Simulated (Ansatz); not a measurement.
**GeH₄ (singlet): wave-function methods side by side at scale of all distances = 1.108, 6-31G**

The task here is to estimate one member of a computed series from the others.

The runs use Ansatz 0.2.0, Gaussian basis; 6-31G, core rule «outside noble gas», up to 14 orbitals frozen.

The runs, in order: UHF; CCSD(T) on RHF; BCCD(T) on RHF; CISD; CCSDT(Q) on RHF; CCSDTQ on RHF; CASSCF and MRCISD+Q, 2 electrons in 2 orbitals; CASSCF and NEVPT2, 2 electrons in 2 orbitals; CASSCF and MRCISD+Q, 8 electrons in 8 orbitals; CASSCF and NEVPT2, 8 electrons in 8 orbitals; Full CI.

19 further runs of the same task are left out: 1 for a mislabelled method, 1 for a known fault of the program, 11 that didn't finish, 6 set aside as unsound or not needed.

## The system

The geometry derives from a PBE0/def2-TZVP stationary point (not a proven minimum). All distances are scaled together. No spin-orbit coupling is included. The filled d shell of Ge may be among the frozen orbitals whatever the setting's name suggests; the logs give the count.

5 atoms, charge 0, spin multiplicity 1.

Atoms are counted from 1 here; the program's logs count them from 0.

Bond lengths: Ge1–H2 1.700 Å, Ge1–H3 1.700 Å, Ge1–H4 1.700 Å, Ge1–H5 1.700 Å. Angles: H2–Ge1–H3 109.5°, H2–Ge1–H4 109.5°, H2–Ge1–H5 109.5°, H3–Ge1–H4 109.5°, H3–Ge1–H5 109.5°, H4–Ge1–H5 109.5°.

The first run:

Contents of in.yaml:

```yaml
crystal:
  periodic: [false, false, false]
  atoms:
    - {symbol: Ge, position_ang: [0.000000, 0.000000, 0.000000]}
    - {symbol: H, position_ang: [0.979831, 0.983016, 0.981740]}
    - {symbol: H, position_ang: [-0.983777, -0.979495, 0.981313]}
    - {symbol: H, position_ang: [-0.979278, 0.980040, -0.985260]}
    - {symbol: H, position_ang: [0.983225, -0.983562, -0.977792]}
basis:
  gaussian: {orbitals: 6-31G}
magnetization: {spin_polarized: true, initial_magnetization: 0}
hamiltonian: {xc: hf}
output: {orbitals: {seedname: orbitals}}
```

Run with:

```bash
$ ansatz run in.yaml --threads 1 --pin off --events-out ev --progress --plain --max-ram 2393MiB
```

Among the steps run: UHF; CCSD(T) on RHF; BCCD(T) on RHF; CISD; CCSDT(Q) on RHF; CCSDTQ on RHF; CASSCF and MRCISD+Q, 2 electrons in 2 orbitals; CASSCF and NEVPT2, 2 electrons in 2 orbitals; CASSCF and MRCISD+Q, 8 electrons in 8 orbitals; CASSCF and NEVPT2, 8 electrons in 8 orbitals; Full CI.

One table of the session follows, with a row left open; its other results are not shown here.

```
          method  from FCI (kJ/mol)
             RHF                  ?
            RMP2              +79.6
            CISD              +17.3
           RCCSD               +5.2
        RCCSD(T)               +1.6
         BCCD(T)               +1.5
          RCCSDT               +0.2
       RCCSDT(Q)               +0.1
         RCCSDTQ                0.0
     CASSCF pair             +209.6
     NEVPT2 pair              +67.5
     MRCISD pair              +11.4
   MRCISD+Q pair               -1.2
  CASSCF valence              +56.1
  NEVPT2 valence              +14.7
  MRCISD valence               +1.6
MRCISD+Q valence               +0.9
             FCI                  0
```

Q: Estimate the row for RHF from the others.

**Answer.** from FCI (kJ/mol): +257.2. In the column «from FCI (kJ/mol)» it is the highest.

To keep in mind: MRCISD+Q pair falls below full CI: the +Q correction isn't variational, and the cores differ from full CI's.
